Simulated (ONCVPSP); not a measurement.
# Pseudopotential generation for Sr: ONCV, PW91

Do these settings give a usable potential? It is generated, then checked for transferability, scattering, ghosts and hardness.

Method: ONCVPSP 4.0.1, PW91, fully relativistic.

## 1. Settings

The settings as typed:

```
element                 : strontium (Sr, Z = 38)
type                    : optimised norm-conserving Vanderbilt (ONCV)
frozen core             : [Kr]
valence charge          : 2
reference configuration : 5s1 5p1
partial waves           : 5s: rc 3.40 bohr, ncon 5, nbas 9, qcut 2.1 1/bohr, 2 projectors, debl 1.3 Ha; 5p: rc 4.00 bohr, ncon 3, nbas 7, qcut 1.8 1/bohr, 2 projectors, debl 1.1 Ha; d scattering state at 0.1 Ha: rc 4.30 bohr, ncon 4, nbas 7, qcut 2.4 1/bohr, 2 projectors, debl 2.3 Ha
local potential         : polynomial inside 2.50 bohr (lpopt 5, dvloc0 0 Ha)
core correction         : polynomial model core, fcfact 0.5
```

The nodes and maxima of the atom's own shells, from an earlier all-electron run, set the scale for the radii.

All-electron outer shells of the reference configuration (PW91, scalar-relativistic, ld1.x):

```
shell  level (eV)  outermost node (bohr)  outermost maximum (bohr)
   4p      -24.17                   0.61                      1.33
   5s       -4.21                   1.64                      3.62
   4d       -2.20                   0.65                      2.04
   5p       -1.84                   1.95                      4.77
```

## 2. The generation run

Sr.dat reads:

```
# ATOM AND REFERENCE CONFIGURATION
# atsym  z   nc   nv     iexc    psfile
  Sr 38.00    8    2  -109134      upf
#
#   n    l    f
    1    0    2.00
    2    0    2.00
    2    1    6.00
    3    0    2.00
    3    1    6.00
    3    2   10.00
    4    0    2.00
    4    1    6.00
    5    0    1.00
    5    1    1.00
#
# PSEUDOPOTENTIAL AND OPTIMIZATION
# lmax
    2
#
#   l,   rc,      ep,       ncon, nbas, qcut
    0    3.40    0.00    5    9    2.10
    1    4.00    0.00    3    7    1.80
    2    4.30    0.10    4    7    2.40
#
# LOCAL POTENTIAL
# lloc, lpopt,  rc(5),   dvloc0
    4    5    2.50    0.00
#
# VANDERBILT-KLEINMAN-BYLANDER PROJECTORs
# l, nproj, debl
    0    2    1.30
    1    2    1.10
    2    2    2.30
#
# MODEL CORE CHARGE
# icmod, fcfact, rcfact
    1    0.50    0.00
#
# LOG DERIVATIVE ANALYSIS
# epsh1, epsh2, depsh
   -2.00    5.00    0.02
#
# OUTPUT GRID
# rlmax, drl
    6.00    0.01
#
# TEST CONFIGURATIONS
# ncnf
    4
# nvcnf
#   n    l    f
    2
    5    0    2.00
    5    1    0.00
#
    2
    5    0    1.00
    5    1    0.00
#
    2
    5    0    1.50
    5    1    0.00
#
    3
    5    0    0.00
    5    1    0.00
    4    2    1.00
#
```

Started as:

```console
$ oncvpspr.x < Sr.dat > Sr.out
```

Before running it: what results should come out? Wanted: cutoffs for 1 and 0.1 mHa per electron, occupied waves; bound ghosts; GHOST(+) flags; largest test error; largest phase difference near zero energy, channels read; rms error of d²Exc/dn², without and with the model core; projector energies reset by the program.

As calculated:

| quantity | value |
| --- | --- |
| cutoffs for 1 and 0.1 mHa per electron, occupied waves | 1.6 Ha and 2.5 Ha |
| bound ghosts | none found |
| GHOST(+) flags | s at 14 eV, p3/2 at 34 eV, d5/2 at 56 eV, p1/2 at 35 eV and 1 more |
| largest test error (AE − PS) | +101 meV, for 4d1 5s0 5p0 |
| largest phase difference near zero energy, channels read | 1.898 rad |
| rms error of d²Exc/dn², without and with the model core | 4.65 and 1.51 mHa |
| projector energies reset by the program | d: -0.080, 2.220 Ha |

**Reading.** The worst unpolarised test, 4d1 5s0 5p0, is off by 101 meV on 5.3 eV; by total energies transferability rates as poor. The potential is soft on the atom at that tolerance: the looser tolerance needs 1.6 Ha. At the looser tolerance the 5s wave is the slowest; 5p needs 1 Ha. That counts occupied waves only; other projectors can need more. The program's ghost test flags no bound state. Near zero energy the largest phase difference among the channels read is 1.90 rad, in the d3/2 channel. The program also flags highly localised states, GHOST(+) (s, p3/2, d5/2, p1/2, d3/2). All of this concerns the isolated atom, not yet a solid.
